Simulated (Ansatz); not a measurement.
# Cd started on a B site and Cd started on a B site in zincblende BP, 16 atoms, charge 0

Aim: a base single point, then the same cell under other settings, to see what each one moves.

All numbers are computed with Ansatz 0.2.0 (PAW, plane waves).

### 1 Starting point

16 atoms (6 B, 2 Cd, 8 P); a = 6.393 Å, b = 6.393 Å, c = 6.393 Å, α = 60.00°, β = 60.00°, γ = 60.00°. All atoms were shaken off their sites by about 0.07 Å along each axis. Defect site 1: (0.500, 0.500, 0.500). Defect site 2: (0.000, 0.000, 0.500).

Structure file:

```xyz
16
Lattice="0.0000 4.5202 4.5202 4.5202 0.0000 4.5202 4.5202 4.5202 0.0000" Properties=species:S:1:pos:R:3 pbc="T T T"
B     4.5014    0.0657    4.5013
B     2.2002    2.4511    4.4818
B     6.7693    4.5171    2.3004
B     6.7741    4.6098    6.7899
B     4.5489    6.6821    2.3666
B     4.5250    2.3927    2.2135
Cd    4.5527    4.5244    4.5151
Cd    2.2990    2.2823    0.0573
P     1.2090    0.9778    1.2733
P     5.6728    5.5838    5.6295
P     3.4405    3.3765    1.1211
P     3.3094    3.3500    5.7041
P     3.3443    1.2323    3.3944
P     3.3317    5.7313    3.3842
P     1.1956    3.4451    3.3883
P     5.6472    3.4580    3.3413
```

### 2 Single point with PBEsol

The input, in.yaml:

```yaml
crystal:
  lattice:
    - [0.000000, 4.520189, 4.520189]
    - [4.520189, 0.000000, 4.520189]
    - [4.520189, 4.520189, 0.000000]
  atoms:
    - { symbol: B, position: [0.007256, 0.988565, 0.007269] }
    - { symbol: B, position: [0.523500, 0.467997, 0.018747] }
    - { symbol: B, position: [0.005327, 0.503584, 0.993996] }
    - { symbol: B, position: [0.511659, 0.990464, 0.508168] }
    - { symbol: B, position: [0.497747, 0.025816, 0.980530] }
    - { symbol: B, position: [0.008985, 0.480717, 0.520357] }
    - { symbol: Cd, position: [0.496315, 0.502569, 0.504621] }
    - { symbol: Cd, position: [0.004494, 0.008186, 0.500425] }
    - { symbol: P, position: [0.115265, 0.166421, 0.101056] }
    - { symbol: P, position: [0.612865, 0.632550, 0.622438] }
    - { symbol: P, position: [0.116930, 0.131091, 0.630052] }
    - { symbol: P, position: [0.635440, 0.626470, 0.105669] }
    - { symbol: P, position: [0.141853, 0.609086, 0.130777] }
    - { symbol: P, position: [0.639776, 0.108917, 0.628148] }
    - { symbol: P, position: [0.623629, 0.125964, 0.138532] }
    - { symbol: P, position: [0.127450, 0.611751, 0.637568] }
kpoints:
  mp_grid: { grid: [2, 2, 2], shift: [0.5, 0.5, 0.5] }
hamiltonian:
  xc: pbesol
scf:
  occupations: { method: fermi_dirac, width: 0.01 }
output:
  forces: true
  eigenvalues: true
  stress: true
  populations: true
```

Launch:

```console
$ ansatz run in.yaml --threads 8 --pin off --max-ram 118750MiB --runs-dir r --events-out ev --progress --plain --backend cuda --devices 0,
```

### 3 Run again with 1 extra band

Changes to in.yaml since step 2:

```diff
@@ -28,2 +28,4 @@
   occupations: { method: fermi_dirac, width: 0.01 }
+  max_iter: 50
+  n_extra_bands: 1
 output:
@@ -32,2 +34 @@
   stress: true
-  populations: true
```

### 4 Changed settings: density threshold 0.01 eV, k points Γ alone

Changes to in.yaml since step 3:

```diff
@@ -23,3 +23,3 @@
 kpoints:
-  mp_grid: { grid: [2, 2, 2], shift: [0.5, 0.5, 0.5] }
+  mp_grid: { grid: [1, 1, 1] }
 hamiltonian:
@@ -29,3 +29,3 @@
   max_iter: 50
-  n_extra_bands: 1
+  convergence: { dr2_threshold: 1e-02 }
 output:
```

### 5 Changed settings: starting moment 4 μB

Changes to in.yaml since step 4:

```diff
@@ -23,9 +23,11 @@
 kpoints:
-  mp_grid: { grid: [1, 1, 1] }
+  mp_grid: { grid: [2, 2, 2], shift: [0.5, 0.5, 0.5] }
 hamiltonian:
   xc: pbesol
+magnetization:
+  spin_polarized: true
+  initial_magnetization: 4
 scf:
   occupations: { method: fermi_dirac, width: 0.01 }
-  max_iter: 50
-  convergence: { dr2_threshold: 1e-02 }
+  max_iter: 80
 output:
```

### 6 Changed settings: 1 extra band

Changes to in.yaml since step 5:

```diff
@@ -26,8 +26,6 @@
   xc: pbesol
-magnetization:
-  spin_polarized: true
-  initial_magnetization: 4
 scf:
   occupations: { method: fermi_dirac, width: 0.01 }
-  max_iter: 80
+  max_iter: 70
+  n_extra_bands: 1
 output:
```

### 7 Run again with density cutoff ratio 2, smearing width 2.0 eV

Changes to in.yaml since step 6:

```diff
@@ -24,2 +24,3 @@
   mp_grid: { grid: [2, 2, 2], shift: [0.5, 0.5, 0.5] }
+basis: { ecutrho_ratio: 2 }
 hamiltonian:
@@ -27,5 +28,4 @@
 scf:
-  occupations: { method: fermi_dirac, width: 0.01 }
-  max_iter: 70
-  n_extra_bands: 1
+  occupations: { method: fermi_dirac, width: 2 }
+  max_iter: 50
 output:
```

Before running it: what results should come out? Wanted: for each run, settings; status; energy from base; forces from base.

**Answer**, as computed:

| settings | status | cycles | time | energy from base (meV/atom) | forces from base (eV/Å rms) | filled to empty level on the mesh (eV) |
| --- | --- | --- | --- | --- | --- | --- |
| base | converged | 8 | 1.6 s (GPU) | 0 | 0 | 0.15 |
| 1 extra band | converged | 8 | 1.9 s (GPU) | 0.0 | 0.000 | 0.15 |
| density threshold 0.01 eV, k points Γ alone | converged, settings too loose | 6 | 1.3 s (GPU) | +1349.6 | 1.098 | 0.09 |
| starting moment 4 μB | converged | 14 | 1.7 s (GPU) | 0.0 | 0.000 | - |
| 1 extra band | converged | 8 | 2.1 s (GPU) | 0.0 | 0.000 | 0.15 |
| density cutoff ratio 2, smearing width 2.0 eV | converged, settings too loose | 8 | 1.7 s (GPU) | +323.7 | 0.481 | - |

**Reading.** Among these variants the forces move most with density threshold 0.01 eV, k points Γ alone (1.098 eV/Å rms).
